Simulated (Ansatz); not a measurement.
# MgSn4N: the cost of one run

Method: DFT PBE, scalar-relativistic, plane waves, PAW, in Ansatz 0.2.0.

## Step 1: The system as given

The structure is cubic, space group F-43m (No. 216). The conventional cell has a = 8.268 Å, b = 8.268 Å, c = 8.268 Å, α = 90.00°, β = 90.00°, γ = 90.00°. Around Mg (site symmetry -43m) lie 12 Sn at 3.42 Å and 4 N at 3.58 Å. Sn (site symmetry 3m) is surrounded by 6 Sn at 2.88 to 2.96 Å and 3 Mg at 3.42 Å and 3 N at 3.43 Å. N (site symmetry -43m) is surrounded by 12 Sn at 3.43 Å and 4 Mg at 3.58 Å.

Coordinates:

```cif
data_structure
_symmetry_space_group_name_H-M 'F-43m'
_symmetry_Int_Tables_number 216
_cell_length_a 8.2684
_cell_length_b 8.2684
_cell_length_c 8.2684
_cell_angle_alpha 90.000
_cell_angle_beta 90.000
_cell_angle_gamma 90.000
_cell_volume 565.28
loop_
_atom_site_label
_atom_site_type_symbol
_atom_site_symmetry_multiplicity
_atom_site_Wyckoff_symbol
_atom_site_fract_x
_atom_site_fract_y
_atom_site_fract_z
_atom_site_occupancy
Mg1 Mg 4 c 0.25000 0.25000 0.25000 1
Sn1 Sn 16 e 0.62331 0.12331 0.12331 1
N1 N 4 a 0.00000 0.00000 0.00000 1
```

Recipe of the guess: species swapped into a database cell of NdMgNi4 (F-43m, No. 216), with N on the Nd sites and Sn on the Ni sites. Lengths come from tabulated atomic sizes and are only a guess.

## Step 2: A first look at the guess

input.yaml reads:

```yaml
crystal:
  lattice:
    - [0.0, 4.13419261, 4.13419261]
    - [4.13419261, 0.0, 4.13419261]
    - [4.13419261, 4.13419261, 0.0]
  atoms:
    - { symbol: Mg, position: [0.75, 0.75, 0.75] }
    - { symbol: Sn, position: [0.37668796, 0.37668796, 0.86993611] }
    - { symbol: Sn, position: [0.86993611, 0.37668796, 0.37668796] }
    - { symbol: Sn, position: [0.37668796, 0.86993611, 0.37668796] }
    - { symbol: Sn, position: [0.37668796, 0.37668796, 0.37668796] }
    - { symbol: "N", position: [0.0, 0.0, 0.0] }
basis:
  ecutwfc: 420
kpoints:
  mp_grid: { grid: [4, 4, 4] }
hamiltonian:
  xc: pbe
scf:
  occupations: { method: gaussian, width: 0.1 }
  lower_state_search: "off"
output:
  forces: true
  stress: true
  eigenvalues: true
```

Launch:

```sh
$ ansatz run input.yaml --threads 1 --pin off --max-ram 2560MiB --backend cpu --events-out ev --progress --plain --runs-dir out
```

**Question.** How long does this run take on 1 thread of Intel Xeon at 2.50GHz (Skylake/Cascade Lake), shared host, and how much memory does it need?

About 7 s, with a peak of 0.38 GiB.
